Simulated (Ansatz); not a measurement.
Working through an atomisation energy of CH₈B₂Si, SMILES CBB[SiH3]

Computed with Ansatz 0.2.0, Python API.

`ch8b2si.xyz`
```text
12

C    -0.74190    2.07600   -0.04070
B     0.10180    0.83530   -0.32030
B    -0.32450   -0.61660    0.35300
Si    0.88310   -2.16920    0.03130
H    -0.80940    2.33450    1.01710
H    -0.36480    3.00640   -0.59550
H    -1.79680    1.93800   -0.40840
H     1.09910    0.93730   -1.01710
H    -1.24110   -0.68950    1.10070
H     2.17880   -1.92080    0.53300
H     0.23820   -3.33470    0.77230
H     0.85440   -2.45190   -1.39140
```

Notebook, run cell by cell (the value of a cell's last expression is shown):

**Cell 1**
```python
from collections import Counter

import ansatz as az
```

**Cell 2**
```python
def energy(molecule, charge=0, unpaired=0):
    calc = (
        molecule.calculation()
        .basis(gaussian="6-31G*")
        .functional("r2scan", dispersion="d3bj")
        .scf(lower_state_search="off")
    )
    if charge:
        calc = calc.charge(charge)
    if unpaired:
        calc = calc.spin("collinear", total=unpaired)
    report = calc.run().report
    if report["published_state_doubts"]:
        print("  doubts:", report["published_state_doubts"])
    return report["free_energy_ev"]
```

**Cell 3**
```python
system = az.Crystal.molecule_from_extxyz("ch8b2si.xyz")
```

**Cell 4**
```python
# unpaired electrons of the ground-state atoms
unpaired = {"C": 2, "B": 1, "Si": 2, "H": 1}
counts = Counter(site.symbol for site in system.cartesian_sites)
atom_energy = {s: energy(az.Crystal.molecule().atom(s, (0, 0, 0)), 0, unpaired[s]) for s in counts}
whole = energy(system, 0, 0)
for s, e in atom_energy.items():
    print(f"{s:2s} x{counts[s]}  {e:14.5f} eV")
print(f"CH8B2Si: {whole:.5f} eV")
split = sum(counts[s] * e for s, e in atom_energy.items()) - whole
print(f"atomisation energy (no zero-point term): {23.060548 * split:.1f} kcal/mol, {split / sum(counts.values()):.3f} eV an atom")
```
Output:
```text
DeckWarning: the engine holds no damping parameters fitted to this dispersion correction and functional, so the run takes those fitted to r2scan beside the three-body term, which d3bj leaves out (hamiltonian.dispersion, under Limitations)
C  x1     -1029.12978 eV
B  x2      -670.13826 eV
Si x1     -7872.84156 eV
H  x8       -13.55744 eV
CH8B2Si: -10391.89437 eV
atomisation energy (no zero-point term): 949.8 kcal/mol, 3.432 eV an atom
```

949.8 kcal/mol from the electronic energies, without the zero-point term.

These settings explore the input space; basis and method may be short of convergence. Warnings are shown shortened and without file and line. The geometry is a force-field or estimated start, not a minimum of this method, and the basis set is short of its limit. All parts are taken at fixed geometry, without zero-point energy. A dispersion term here runs with damping parameters fitted for another variant or functional. Finished in 4.4 s on 1 thread of Arm Neoverse V2 (shared host), peak memory 0.17 GiB.

(Lines on the test bed's own set-up are left out of the output.)
